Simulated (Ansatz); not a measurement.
**C₂H₃AlF₂O: one species, many methods**

An exercise on one series of results from a longer session: the logs are not shown, and one member is left open.

Program: Ansatz 0.2.0, Gaussian basis. Level of theory: functionals in def2-TZVPP, the program's frozen cores in correlated methods. These are calculated values, not measurements.

Plan: LDA (SPW92), PBE-D4, revPBE-D4, BLYP-D4, r2SCAN-D4, B97M-V, PBE0-D4, B3LYP-D4, r2SCANh-D4, r2SCAN0-D4, HSE06-D4, BHLYP-D4, CAM-B3LYP-D4, LC-ωPBE, ωB97X-V, ωB97M-V, B2PLYP, PBE-QIDH; CCSD(T)/def2-SVP; CCSD(T)/def2-TZVPP; MP2/def2-QZVPP; extrapolation to the limit; RPA on PBE.

## The geometry

All runs share one geometry, relaxed beforehand with PBE0-D4 in a triple-zeta def2 set.

SMILES `FC1(F)O[CH]1[AlH2]`, 9 atoms, charge 0, spin multiplicity 1.

Atoms are counted from 1 here; the program's logs count them from 0.

Bond lengths: F1–C2 1.344 Å, C2–F3 1.332 Å, C2–O4 1.335 Å, C2–C5 1.450 Å, O4–C5 1.514 Å, C5–Al6 1.973 Å, C5–H7 1.090 Å, Al6–H8 1.577 Å, Al6–H9 1.583 Å. Angles: F1–C2–F3 107.6°, F1–C2–O4 116.6°, F1–C2–C5 121.2°, F3–C2–O4 117.3°, F3–C2–C5 123.1°, O4–C2–C5 65.7°, C2–O4–C5 60.8°, C2–C5–O4 53.5°, C2–C5–Al6 120.3°, C2–C5–H7 113.1°, O4–C5–Al6 115.8°, O4–C5–H7 110.3°, Al6–C5–H7 123.3°, C5–Al6–H8 119.0°, C5–Al6–H9 116.8°, H8–Al6–H9 124.2°.

Set-up of the first run:

Contents of in.yaml:

```yaml
crystal:
  periodic: [false, false, false]
  atoms:
    - {symbol: F, position_ang: [1.061732, -1.648462, -0.059472]}
    - {symbol: C, position_ang: [1.089420, -0.428406, -0.623593]}
    - {symbol: F, position_ang: [2.356297, -0.156856, -0.931151]}
    - {symbol: O, position_ang: [0.165868, -0.180072, -1.555124]}
    - {symbol: C, position_ang: [0.127260, 0.591566, -0.253023]}
    - {symbol: Al, position_ang: [-1.365872, 0.155582, 0.960357]}
    - {symbol: H, position_ang: [0.500270, 1.605005, -0.401754]}
    - {symbol: H, position_ang: [-2.432515, -0.913180, 0.506038]}
    - {symbol: H, position_ang: [-1.413859, 0.928523, 2.340723]}
basis:
  gaussian: {orbitals: def2-TZVPP}
hamiltonian: {xc: lda}
output: {orbitals: {seedname: orbitals}}
```

Among the steps run: LDA; PBE-D4 (GGA); revPBE-D4 (GGA); BLYP-D4 (GGA); r2SCAN-D4 (meta-GGA); B97M-V (meta-GGA); PBE0-D4 (hybrid); B3LYP-D4 (hybrid); r2SCANh-D4 (hybrid); r2SCAN0-D4 (hybrid); HSE06-D4 (hybrid); BHLYP-D4 (hybrid); CAM-B3LYP-D4 (range-separated); LC-ωPBE (range-separated); ωB97X-V (range-separated); ωB97M-V (range-separated); B2PLYP (double hybrid); PBE-QIDH (double hybrid).

One of the session's tables, all rows but one given; the rest of the session is left out.

It belongs to the step «Orbital energies across the functionals». 

```
  functional  HOMO (eV)  LUMO (eV)  gap (eV)
 LDA (SPW92)      -6.99      -3.00      3.99
      PBE-D4      -6.82      -2.72      4.10
   revPBE-D4      -6.75      -2.59      4.16
     BLYP-D4      -6.74      -2.64      4.10
   r2SCAN-D4      -7.14      -2.41      4.73
      B97M-V          ?          ?         ?
     PBE0-D4      -8.35      -1.95      6.40
    B3LYP-D4      -8.14      -2.20      5.94
  r2SCANh-D4      -7.72      -2.15      5.57
  r2SCAN0-D4      -8.58      -1.77      6.80
    HSE06-D4      -7.95      -2.32      5.63
    BHLYP-D4      -9.83      -1.23      8.60
CAM-B3LYP-D4      -9.82      -1.07      8.75
     LC-ωPBE     -11.15       0.09     11.24
     ωB97X-V     -10.80      -0.04     10.75
     ωB97M-V     -10.67      -0.34     10.33
```

Estimate the missing values for B97M-V.

**Answer.** HOMO (eV): -7.29; LUMO (eV): -2.64; gap (eV): 4.65. In the column «HOMO (eV)» it lies between r2SCANh-D4 (-7.72) and r2SCAN-D4 (-7.14).
